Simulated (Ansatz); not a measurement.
# CH₅ClO₂Si₂: one species, many methods

How much do the methods differ for CH₅ClO₂Si₂? The plan is to run it at one geometry with functionals of several rungs and with coupled cluster. The yardstick is the atomisation energy at the CCSD(T) limit.

The runs use Ansatz 0.2.0, Gaussian basis; functionals in def2-TZVPP, the program's frozen cores in correlated methods.

Plan: LDA (SPW92), PBE-D4, revPBE-D4, BLYP-D4, r2SCAN-D4, B97M-V, PBE0-D4, B3LYP-D4, r2SCANh-D4, r2SCAN0-D4, HSE06-D4, BHLYP-D4, CAM-B3LYP-D4, LC-ωPBE, ωB97X-V, ωB97M-V, B2PLYP, PBE-QIDH; CCSD(T)/def2-SVP; CCSD(T)/def2-TZVPP; MP2/def2-QZVPP; extrapolation to the limit; RPA on PBE.

## (1) The relaxed structure

An earlier PBE0-D4 in a triple-zeta def2 set relaxation fixed the geometry.

SMILES `O=C[SiH](Cl)O[SiH3]`, 11 atoms, charge 0, spin multiplicity 1.

Atoms are counted from 1 here; the program's logs count them from 0.

Bond lengths: O1–C2 1.207 Å, C2–Si3 1.919 Å, C2–H7 1.114 Å, Si3–Cl4 2.049 Å, Si3–O5 1.608 Å, Si3–H8 1.477 Å, O5–Si6 1.654 Å, Si6–H9 1.483 Å, Si6–H10 1.482 Å, Si6–H11 1.481 Å. Angles: O1–C2–Si3 118.8°, O1–C2–H7 119.8°, Si3–C2–H7 121.4°, C2–Si3–Cl4 105.7°, C2–Si3–O5 107.3°, C2–Si3–H8 113.3°, Cl4–Si3–O5 112.1°, Cl4–Si3–H8 107.8°, O5–Si3–H8 110.6°, Si3–O5–Si6 142.8°, O5–Si6–H9 106.4°, O5–Si6–H10 110.4°, O5–Si6–H11 109.6°, H9–Si6–H10 109.6°, H9–Si6–H11 109.7°, H10–Si6–H11 110.9°.

## (2) LDA

This LDA is Slater exchange with PW92 correlation.

Contents of in.yaml:

```yaml
crystal:
  periodic: [false, false, false]
  atoms:
    - {symbol: O, position_ang: [-1.776677, -0.453760, 0.818715]}
    - {symbol: C, position_ang: [-1.335260, 0.608773, 1.182340]}
    - {symbol: Si, position_ang: [0.271967, 1.269646, 0.368936]}
    - {symbol: Cl, position_ang: [1.653899, 1.375345, 1.878111]}
    - {symbol: O, position_ang: [0.698878, 0.216989, -0.769451]}
    - {symbol: Si, position_ang: [0.579181, -1.374673, -1.204278]}
    - {symbol: H, position_ang: [-1.849101, 1.172898, 1.994042]}
    - {symbol: H, position_ang: [0.123884, 2.622980, -0.205082]}
    - {symbol: H, position_ang: [1.736564, -1.656811, -2.088222]}
    - {symbol: H, position_ang: [0.643736, -2.244297, -0.005945]}
    - {symbol: H, position_ang: [-0.681972, -1.593989, -1.948467]}
basis:
  gaussian: {orbitals: def2-TZVPP}
hamiltonian: {xc: lda}
output: {orbitals: {seedname: orbitals}}
```

Further steps of the session: PBE-D4 (GGA); revPBE-D4 (GGA); BLYP-D4 (GGA); r2SCAN-D4 (meta-GGA); B97M-V (meta-GGA); PBE0-D4 (hybrid); B3LYP-D4 (hybrid); r2SCANh-D4 (hybrid); r2SCAN0-D4 (hybrid); HSE06-D4 (hybrid); BHLYP-D4 (hybrid); CAM-B3LYP-D4 (range-separated); LC-ωPBE (range-separated); ωB97X-V (range-separated); ωB97M-V (range-separated); B2PLYP (double hybrid); PBE-QIDH (double hybrid); CCSD(T) in def2-SVP; CCSD(T) in def2-TZVPP; MP2 in def2-QZVPP; RPA on PBE orbitals.

Q: Predict the results of all the runs planned. Wanted: atomisation energy, CCSD(T)/CBS; farthest beyond LDA; mean size of error, GGA; mean size of error, meta-GGA; mean size of error, hybrid; mean size of error, range-separated; mean size of error, double hybrid; gap, smallest and largest; T1 diagnostic.

The runs gave:

| quantity | value |
| --- | --- |
| atomisation energy, CCSD(T)/CBS | 42.322 eV |
| functionals within 0.212 eV (0.5 %) | r2SCAN-D4, B97M-V, CAM-B3LYP-D4, ωB97X-V, ωB97M-V |
| farthest beyond LDA | BHLYP-D4 (-1.546 eV) |
| mean size of error, GGA | 0.435 eV |
| mean size of error, meta-GGA | 0.024 eV |
| mean size of error, hybrid | 0.690 eV |
| mean size of error, range-separated | 0.191 eV |
| mean size of error, double hybrid | 0.661 eV |
| gap, smallest and largest | 2.60 eV (LDA (SPW92)), 10.53 eV (LC-ωPBE) |
| T1 diagnostic | 0.0132 |
| triples share of the correlation energy | 3.9 % |

**Reading.** LDA overbinds by 5.724 eV (14 %). PBE-D4 is off by +0.330 eV. Double hybrids carry the basis error of their MP2 part in triple zeta, and no dispersion term here, so their miss is partly the set-up's. The rungs meta-GGA, range-separated miss on average by less than the doubt on the reference (0.212 eV), so they tie. Misses under about 0.212 eV are within the doubt on the reference itself, which lacks core-valence correlation, relativity and higher excitations. Hartree-Fock recovers 72 % of the binding; the rest is correlation. CCSD(T) in def2-SVP is off by -3.188 eV, more than most functionals: a good method in a small basis is no reference. The gap grows from 2.6 to 10.5 eV across the functionals, mostly with the share of exact exchange.
